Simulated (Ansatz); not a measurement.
# C3H11BSSi: the cost of one run

Program: Ansatz 0.2.0. Level of theory: RKS r2SCAN/STO-3G. These are calculated values, not measurements.

**1. The system as given**

Bond lengths (14 of 16 bonds, heavy atoms first): B1–C2 1.606 Å, C2–C3 1.507 Å, C2–S4 1.859 Å, C2–C5 1.536 Å, C5–Si6 1.899 Å, B1–H7 1.201 Å, B1–H8 1.141 Å, C3–H9 1.092 Å, C3–H10 1.141 Å, C3–H11 1.135 Å, S4–H12 1.383 Å, C5–H13 1.162 Å, C5–H14 1.114 Å, Si6–H15 1.449 Å. Angles (14 of 28 angles, heavy atoms first): B1–C2–C3 107.2°, B1–C2–S4 108.3°, B1–C2–C5 113.6°, C3–C2–S4 106.6°, C3–C2–C5 112.3°, S4–C2–C5 108.6°, C2–C5–Si6 116.1°, C2–B1–H7 117.3°, C2–B1–H8 120.7°, C2–C3–H9 113.9°, C2–C3–H10 112.2°, C2–C3–H11 113.1°, C2–S4–H12 94.9°, C2–C5–H13 111.7°.

Its coordinates follow in the input file.

**2. Preparing the start**

input.yaml

```yaml
crystal:
  periodic: [false, false, false]
  atoms:
    - { symbol: B, position_ang: [-0.6701, -1.4221, -1.0859] }
    - { symbol: C, position_ang: [0.228, -0.129, -0.7671] }
    - { symbol: C, position_ang: [1.4535, -0.6077, -0.0313] }
    - { symbol: S, position_ang: [0.8204, 0.5806, -2.3797] }
    - { symbol: C, position_ang: [-0.5229, 0.967, 0.0044] }
    - { symbol: Si, position_ang: [-1.1135, 0.5059, 1.7494] }
    - { symbol: H, position_ang: [-1.8282, -1.3799, -0.7701] }
    - { symbol: H, position_ang: [-0.2582, -2.2739, -1.7237] }
    - { symbol: H, position_ang: [2.0937, -1.2681, -0.6197] }
    - { symbol: H, position_ang: [2.1256, 0.2556, 0.2935] }
    - { symbol: H, position_ang: [1.208, -1.1686, 0.9249] }
    - { symbol: H, position_ang: [1.5989, 1.5644, -1.7969] }
    - { symbol: H, position_ang: [-1.4649, 1.3298, -0.5712] }
    - { symbol: H, position_ang: [0.106, 1.8734, 0.1624] }
    - { symbol: H, position_ang: [-1.8861, 1.5879, 2.3266] }
    - { symbol: H, position_ang: [-1.9634, -0.6685, 1.7057] }
    - { symbol: H, position_ang: [0.0541, 0.2527, 2.6186] }
basis:
  gaussian: { orbitals: STO-3G }
hamiltonian:
  xc: r2scan
relax:
  f_tol: 0.02
  max_steps: 40
scf:
  lower_state_search: "off"
```

Started as:

```
$ ansatz run input.yaml --threads 1 --pin off --max-ram 2048MiB --backend cpu --events-out ev --progress --plain --runs-dir out
```

Q: Estimate wall time and peak memory on 1 thread of Arm Neoverse V2, shared host.

About 95 s, with a peak of 0.15 GiB.
